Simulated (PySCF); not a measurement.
**Sn2 (triplet): the SCF solver's settings**

The same problem is solved with other solver options, one edit a run.

The runs use PySCF 2.14.0; method and basis as typed in the scripts.

6 further runs of the same task are left out: 1 for a known fault of the program, 5 that didn't finish.

**1. The starting structure**

Sn2 (triplet): 2 atoms, charge 0, spin multiplicity 3.

Bond lengths: Sn1–Sn2 2.565 Å.

**2. The run that the others are compared with**

File input.py:

```python
from pyscf import gto, scf, mp

mol = gto.M(
    atom='Sn 0 0 0; Sn 0 0 2.565',
    basis='sbkjc',
    ecp={'Sn': 'sbkjc'},
    charge=0,
    spin=2,
    symmetry=True,
    verbose=4,
)
mf = scf.UHF(mol)
mf.kernel()
mp.MP2(mf).kernel()
mf.dip_moment()
print('orbital energies (hartree):', [e[max(0, n-3):n+3].round(4) for e, n in zip(mf.mo_energy, mol.nelec)])
```

The run is started by

```sh
$ OMP_NUM_THREADS=1 python input.py
```

The log of this run is left out.

In short: E(SCF) = -6.545860 Eh, 7 cycles, E(MP2) − E(SCF) = -0.04606 Eh, ⟨S²⟩ = 2.004, μ = 0.00 D (of the SCF density).

The bond length is a typed value, not an optimised one. The triplet is typed in the script; nothing here shows that it is the ground state.

**3. Initial guess core**

Variant 1 changes initial guess: minao → core.

input.py, as its differences from that of step 2:

```diff
@@ -12,2 +12,3 @@
 mf = scf.UHF(mol)
+mf.init_guess = 'core'
 mf.kernel()
```

The run is started by

```sh
$ OMP_NUM_THREADS=1 python input.py
```

The program printed, cut to the lines that bear on the results:

```text
[lines on the frontier levels of each cycle are left out]
PySCF version 2.14.0

[INPUT] verbose = 4
[INPUT] num. atoms = 2
[INPUT] num. electrons = 8
[INPUT] charge = 0
[INPUT] spin (= nelec alpha-beta = 2S) = 2
[INPUT] symmetry True subgroup None
[INPUT] Mole.unit = angstrom
[INPUT] Symbol           X                Y                Z      unit          X                Y                Z       unit  Magmom
[INPUT]  1 Sn     0.000000000000   0.000000000000   0.000000000000 AA    0.000000000000   0.000000000000   0.000000000000 Bohr   0.0
[INPUT]  2 Sn     0.000000000000   0.000000000000   2.565000000000 AA    0.000000000000   0.000000000000   4.847147509509 Bohr   0.0

nuclear repulsion = 3.30091047747368
point group symmetry = Dooh
symmetry origin: [0.         0.         2.42357375]
symmetry axis x: [1. 0. 0.]
symmetry axis y: [0. 1. 0.]
symmetry axis z: [0. 0. 1.]
num. orbitals of irrep A1g = 4
num. orbitals of irrep E1gx = 2
num. orbitals of irrep E1gy = 2
num. orbitals of irrep A1u = 4
num. orbitals of irrep E1uy = 2
num. orbitals of irrep E1ux = 2
number of shells = 8
number of NR pGTOs = 40
number of NR cGTOs = 16
basis = sbkjc
ecp = {'Sn': 'sbkjc'}

******** <class 'pyscf.scf.uhf_symm.SymAdaptedUHF'> ********
method = SymAdaptedUHF
initial guess = core
damping factor = 0
level_shift factor = 0
DIIS = <class 'pyscf.scf.diis.CDIIS'>
diis_start_cycle = 1
diis_space = 8
diis_damp = 0
SCF conv_tol = 1e-09
SCF conv_tol_grad = None
SCF max_cycles = 50
direct_scf = True
direct_scf_tol = 1e-13
number electrons alpha = 5  beta = 3
Freeze 0 electrons in irreps []
    8 free electrons in irreps A1g E1gx E1gy A1u E1uy E1ux
Set gradient conv threshold to 3.16228e-05
init E= -6.11277104925733

cycle= 1 E= -6.53618052764915  delta_E= -0.423  |g|= 0.0666  |ddm|= 1.52
cycle= 2 E= -6.54531588987706  delta_E= -0.00914  |g|= 0.0153  |ddm|= 0.281
cycle= 3 E= -6.54582544285433  delta_E= -0.00051  |g|= 0.00355  |ddm|= 0.0859
cycle= 4 E= -6.54585886195674  delta_E= -3.34e-05  |g|= 0.000692  |ddm|= 0.0308
cycle= 5 E= -6.54586028459944  delta_E= -1.42e-06  |g|= 0.000131  |ddm|= 0.00774
cycle= 6 E= -6.54586033738835  delta_E= -5.28e-08  |g|= 1.1e-05  |ddm|= 0.00152
cycle= 7 E= -6.54586033777748  delta_E= -3.89e-10  |g|= 2.84e-06  |ddm|= 6.96e-05
Extra cycle  E= -6.54586033779852  delta_E= -2.1e-11  |g|= 1.34e-06  |ddm|= 1.34e-05
converged SCF energy = -6.54586033779852  <S^2> = 2.003545  2S+1 = 3.0023624

******** <class 'pyscf.mp.ump2.UMP2'> ********
nocc = (np.int64(5), np.int64(3)), nmo = (16, 16)
E(UMP2) = -6.5919235462975  E_corr = -0.0460632084989748
E(SCS-UMP2) = -6.59005253637258  E_corr = -0.044192198574057
E_corr(same-spin) = -0.0127888287977455
E_corr(oppo-spin) = -0.0332743797012293
Dipole moment(X, Y, Z, Debye):  0.00000,  0.00000, -0.00000
orbital energies (hartree): [array([-0.2772, -0.2772, -0.2651, -0.0084, -0.0084,  0.0994]), array([-0.5992, -0.4197, -0.2457, -0.0248, -0.0248,  0.0585])]
```

Run time: 0.58 s. Hardware: 1 thread of Intel Xeon Gold 6455B, shared host; peak memory 0.14 GiB.

This run: E(SCF) = -6.545860 Eh (no change), 7 cycles, E(MP2) − E(SCF) = -0.04606 Eh, ⟨S²⟩ = 2.004, μ = 0.00 D (of the SCF density).

**4. Level shift 1 hartree**

Variant 2 changes level shift: none → 1 hartree.

input.py, as its differences from that of step 2:

```diff
@@ -12,2 +12,3 @@
 mf = scf.UHF(mol)
+mf.level_shift = 1.0
 mf.kernel()
```

The run is started by

```sh
$ OMP_NUM_THREADS=1 python input.py
```

The program printed:

```text
[lines on the frontier levels of each cycle are left out]
[... 33 set-up lines left out, the same as in an earlier log ...]
initial guess = minao
[... 1 set-up line left out, the same as in an earlier log ...]
level_shift factor = 1.0
[... 13 set-up lines left out, the same as in an earlier log ...]
init E= -6.11277104925733

cycle= 1 E= -6.52808955252289  delta_E= -0.415  |g|= 0.125  |ddm|= 1.49
cycle= 2 E= -6.53824247305755  delta_E= -0.0102  |g|= 0.0645  |ddm|= 0.179
cycle= 3 E= -6.54220859520975  delta_E= -0.00397  |g|= 0.0393  |ddm|= 0.105
cycle= 4 E= -6.54419334390246  delta_E= -0.00198  |g|= 0.0255  |ddm|= 0.101
cycle= 5 E= -6.54511334194536  delta_E= -0.00092  |g|= 0.0168  |ddm|= 0.0703
cycle= 6 E= -6.54552248797096  delta_E= -0.000409  |g|= 0.0113  |ddm|= 0.0451
cycle= 7 E= -6.5457074764812  delta_E= -0.000185  |g|= 0.00756  |ddm|= 0.029
cycle= 8 E= -6.54579071238834  delta_E= -8.32e-05  |g|= 0.0051  |ddm|= 0.0187
cycle= 9 E= -6.54582853248268  delta_E= -3.78e-05  |g|= 0.00345  |ddm|= 0.0122
cycle= 10 E= -6.5458457340199  delta_E= -1.72e-05  |g|= 0.00234  |ddm|= 0.00789
cycle= 11 E= -6.54585363941953  delta_E= -7.91e-06  |g|= 0.00158  |ddm|= 0.0052
cycle= 12 E= -6.5458572645704  delta_E= -3.63e-06  |g|= 0.00107  |ddm|= 0.00344
cycle= 13 E= -6.54585892674636  delta_E= -1.66e-06  |g|= 0.000727  |ddm|= 0.00228
cycle= 14 E= -6.54585968922226  delta_E= -7.62e-07  |g|= 0.000493  |ddm|= 0.00152
cycle= 15 E= -6.54586003937753  delta_E= -3.5e-07  |g|= 0.000334  |ddm|= 0.00102
cycle= 16 E= -6.54586020046016  delta_E= -1.61e-07  |g|= 0.000227  |ddm|= 0.00068
cycle= 17 E= -6.5458602745852  delta_E= -7.41e-08  |g|= 0.000154  |ddm|= 0.000454
cycle= 18 E= -6.5458603086933  delta_E= -3.41e-08  |g|= 0.000104  |ddm|= 0.000303
cycle= 19 E= -6.54586032439148  delta_E= -1.57e-08  |g|= 7.08e-05  |ddm|= 0.000203
cycle= 20 E= -6.54586033162132  delta_E= -7.23e-09  |g|= 4.81e-05  |ddm|= 0.000137
cycle= 21 E= -6.54586033495225  delta_E= -3.33e-09  |g|= 3.26e-05  |ddm|= 9.2e-05
cycle= 22 E= -6.54586033648861  delta_E= -1.54e-09  |g|= 2.22e-05  |ddm|= 6.2e-05
cycle= 23 E= -6.54586033719718  delta_E= -7.09e-10  |g|= 1.51e-05  |ddm|= 4.19e-05
Extra cycle  E= -6.54586033776704  delta_E= -5.7e-10  |g|= 3.73e-06  |ddm|= 6.94e-05
converged SCF energy = -6.54586033776704  <S^2> = 2.0035448  2S+1 = 3.0023622

******** <class 'pyscf.mp.ump2.UMP2'> ********
nocc = (np.int64(5), np.int64(3)), nmo = (16, 16)
E(UMP2) = -6.59192357175639  E_corr = -0.0460632339893501
E(SCS-UMP2) = -6.59005252599908  E_corr = -0.044192188232034
E_corr(same-spin) = -0.0127888760252148
E_corr(oppo-spin) = -0.0332743579641353
Dipole moment(X, Y, Z, Debye):  0.00000,  0.00000, -0.00000
orbital energies (hartree): [array([-0.2772, -0.2772, -0.2651, -0.0084, -0.0084,  0.0994]), array([-0.5992, -0.4197, -0.2457, -0.0248, -0.0248,  0.0585])]
```

It took 0.63 s on 1 thread of Intel Xeon Gold 6455B, shared host.

Result: E(SCF) = -6.545860 Eh (no change), 23 cycles, E(MP2) − E(SCF) = -0.04606 Eh, ⟨S²⟩ = 2.004, μ = 0.00 D (of the SCF density).

**5. Smearing width 0.001 hartree**

Variant 3 changes smearing width: none → 0.001 hartree; step after the SCF: mp2 → none.

input.py, as its differences from that of step 2:

```diff
@@ -1,2 +1,2 @@
-from pyscf import gto, scf, mp
+from pyscf import gto, scf
 
@@ -12,4 +12,4 @@
 mf = scf.UHF(mol)
+mf = scf.addons.smearing_(mf, sigma=0.001, method='fermi')
 mf.kernel()
-mp.MP2(mf).kernel()
 mf.dip_moment()
```

The run is started by

```sh
$ OMP_NUM_THREADS=1 python input.py
```

The program printed:

```text
[... 31 set-up lines left out, the same as in an earlier log ...]
******** <class 'pyscf.scf.smearing.SmearingSymAdaptedUHF'> ********
method = SmearingSymAdaptedUHF
[... 16 set-up lines left out, the same as in an earlier log ...]
init E= -6.11277104925733
    sigma = 0.001  Optimized mu = -0.0822272570574  entropy = 2.78302191276
    Total E(T) = -6.41205849313401  Free energy = -6.41484151504676  E0 = -6.41345000409039
cycle= 1 E= -6.41205849313401  delta_E= -0.299  |g|= 0.084  |ddm|= 1.45
    sigma = 0.001  Optimized mu = -0.164213086904  entropy = 2.77258872224
    Total E(T) = -6.41854821238765  Free energy = -6.42132080110989  E0 = -6.41993450674877
cycle= 2 E= -6.41854821238765  delta_E= -0.00649  |g|= 0.0195  |ddm|= 0.239
    sigma = 0.001  Optimized mu = -0.152383045505  entropy = 2.77258872224
    Total E(T) = -6.41905522500102  Free energy = -6.42182781372326  E0 = -6.42044151936214
cycle= 3 E= -6.41905522500102  delta_E= -0.000507  |g|= 0.00364  |ddm|= 0.074
    sigma = 0.001  Optimized mu = -0.153772375873  entropy = 2.77258872224
    Total E(T) = -6.41908058916969  Free energy = -6.42185317789193  E0 = -6.42046688353081
cycle= 4 E= -6.41908058916969  delta_E= -2.54e-05  |g|= 0.000395  |ddm|= 0.0193
    sigma = 0.001  Optimized mu = -0.153647823323  entropy = 2.77258872224
    Total E(T) = -6.4190809144055  Free energy = -6.42185350312774  E0 = -6.42046720876662
cycle= 5 E= -6.4190809144055  delta_E= -3.25e-07  |g|= 4.65e-05  |ddm|= 0.0025
    sigma = 0.001  Optimized mu = -0.153618702443  entropy = 2.77258872224
    Total E(T) = -6.41908091698208  Free energy = -6.42185350570432  E0 = -6.4204672113432
cycle= 6 E= -6.41908091698208  delta_E= -2.58e-09  |g|= 4.65e-06  |ddm|= 0.000388
    sigma = 0.001  Optimized mu = -0.153620640142  entropy = 2.77258872224
    Total E(T) = -6.41908091700816  Free energy = -6.4218535057304  E0 = -6.42046721136928
cycle= 7 E= -6.41908091700816  delta_E= -2.61e-11  |g|= 1.83e-07  |ddm|= 2.65e-05
    sigma = 0.001  Optimized mu = -0.153620627916  entropy = 2.77258872224
    Total E(T) = -6.41908091700821  Free energy = -6.42185350573045  E0 = -6.42046721136933
Extra cycle  E= -6.41908091700821  delta_E= -4.97e-14  |g|= 4.2e-08  |ddm|= 5.1e-07
converged SCF energy = -6.41908091700821  <S^2> = -6.2172489e-15  2S+1 = 1
Dipole moment(X, Y, Z, Debye):  0.00000,  0.00000, -0.00000
orbital energies (hartree): [array([-0.2626, -0.1536, -0.1536,  0.0219,  0.0219,  0.1011]), array([-0.6511, -0.454 , -0.2626, -0.1536, -0.1536,  0.0219])]
```

Run time: 0.52 s. Hardware: 1 thread of Intel Xeon Gold 6455B, shared host.

Outcome: E(SCF) = -6.419081 Eh, 7 cycles, ⟨S²⟩ = 0.000, μ = 0.00 D.

Smearing with one chemical potential does not keep the typed spin. The energy is that at the smeared occupations, without the entropy term. Smearing with one chemical potential need not keep the typed spin, and ⟨S²⟩ has no meaning at fractional occupations. Both spins end with the same levels: the smearing has lost the typed open shell.

**6. Second-order solver on**

Variant 4 changes second-order solver: off → on.

input.py, as its differences from that of step 2:

```diff
@@ -12,2 +12,3 @@
 mf = scf.UHF(mol)
+mf = mf.newton()
 mf.kernel()
```

The run is started by

```sh
$ OMP_NUM_THREADS=1 python input.py
```

The program printed, cut to the lines that bear on the results:

```text
[... 33 set-up lines left out, the same as in an earlier log ...]
******** <class 'pyscf.soscf.newton_ah.SecondOrderSymAdaptedUHF'> ********
method = SecondOrderSymAdaptedUHF
[... 13 set-up lines left out, the same as in an earlier log ...]
******** <class 'pyscf.scf.uhf_symm.SymAdaptedUHF'> Newton solver flags ********
SCF tol = 1e-09
conv_tol_grad = None
max. SCF cycles = 50
[... 2 set-up lines left out, the same as in an earlier log ...]
max_cycle_inner = 12
max_stepsize = 0.05
ah_start_tol = 1e+09
ah_level_shift = 0
ah_conv_tol = 1e-12
ah_lindep = 1e-14
ah_start_cycle = 1
ah_max_cycle = 40
ah_grad_trust_region = 2.5
kf_interval = 4
kf_trust_region = 5
canonicalization = True
Set conv_tol_grad to 3.16228e-05
[... 1 set-up line left out, the same as in an earlier log ...]
[... 1 set-up line left out, the same as in an earlier log ...]
[... 1 set-up line left out, the same as in an earlier log ...]
[... 1 set-up line left out, the same as in an earlier log ...]
Initial guess E= -6.53618052764915  |g|= 0.0666119
macro= 0  E= -6.54586028568487  delta_E= -0.00967976  |g|= 0.00234166  3 KF 9 JK
macro= 1  E= -6.54586033779187  delta_E= -5.2107e-08  |g|= 0.00014532  1 KF 4 JK
macro= 2  E= -6.54586033779187  delta_E= 1.77636e-15  |g|= 3.24048e-06  1 KF 2 JK
Canonicalize SCF orbitals
macro X = 3  E=-6.54586033779187  |g|= 3.24048e-06  total 6 KF 19 JK
converged SCF energy = -6.54586033779187  <S^2> = 2.0035444  2S+1 = 3.002362

******** <class 'pyscf.mp.ump2.UMP2'> ********
nocc = (np.int64(5), np.int64(3)), nmo = (16, 16)
E(UMP2) = -6.59192356557708  E_corr = -0.0460632277852131
E(SCS-UMP2) = -6.59005256826503  E_corr = -0.0441922304731642
E_corr(same-spin) = -0.0127888186951057
E_corr(oppo-spin) = -0.0332744090901075
Dipole moment(X, Y, Z, Debye):  0.00000,  0.00000, -0.00000
orbital energies (hartree): [array([-0.2772, -0.2772, -0.2651, -0.0084, -0.0084,  0.0994]), array([-0.5992, -0.4197, -0.2457, -0.0248, -0.0248,  0.0585])]
```

Wall time 0.63 s (1 thread of Intel Xeon Gold 6455B, shared host).

Outcome: E(SCF) = -6.545860 Eh (no change), 3 macro-iterations, E(MP2) − E(SCF) = -0.04606 Eh, ⟨S²⟩ = 2.004, μ = 0.00 D (of the SCF density).

**7. All runs together**

| run | E(SCF) (hartree) | from base (eV) | cycles | gap, α spin (eV) | after the SCF |
| --- | --- | --- | --- | --- | --- |
| base | -6.545860 | 0 | 7 | 6.99 | MP2 correlation -1.253 eV |
| initial guess core | -6.545860 | 0.0000 | 7 | 6.99 | MP2 correlation -1.253 eV |
| level shift 1 hartree | -6.545860 | 0.0000 | 23 | 6.99 | MP2 correlation -1.253 eV |
| smearing width 0.001 hartree | -6.419081 | not comparable | 7 | n/a | n/a |
| second-order solver on | -6.545860 | 0.0000 | 3 macro | 6.99 | MP2 correlation -1.253 eV |

Wall time on 1 thread of Intel Xeon Gold 6455B, shared host, start-up included: base 0.62 s; initial guess core 0.58 s; level shift 1 hartree 0.63 s; smearing width 0.001 hartree 0.52 s; second-order solver on 0.63 s.

Distance from each run's final energy (log10 hartree) by cycle:

| run | cycle 1 | cycle 2 | cycle 3 | cycle 5 | cycle 8 | cycle 12 |
| --- | --- | --- | --- | --- | --- | --- |
| base | -2.0 | -3.3 | -4.5 | -7.3 | done | done |
| initial guess core | -2.0 | -3.3 | -4.5 | -7.3 | done | done |
| level shift 1 hartree | -1.8 | -2.1 | -2.4 | -3.1 | -4.2 | -5.5 |
| smearing width 0.001 hartree | -2.2 | -3.3 | -4.6 | -8.6 | done | done |
| second-order solver on | -7.3 | < -11 | < -11 | done | done | done |

What this shows: No change of the SCF energy comes from initial guess core or level shift 1 hartree or second-order solver on. PySCF falls back to minao for a guess that it doesn't know or can't read, so that run repeats the base. The base needs 7 cycles and the run with level shift 1 hartree needs 23.
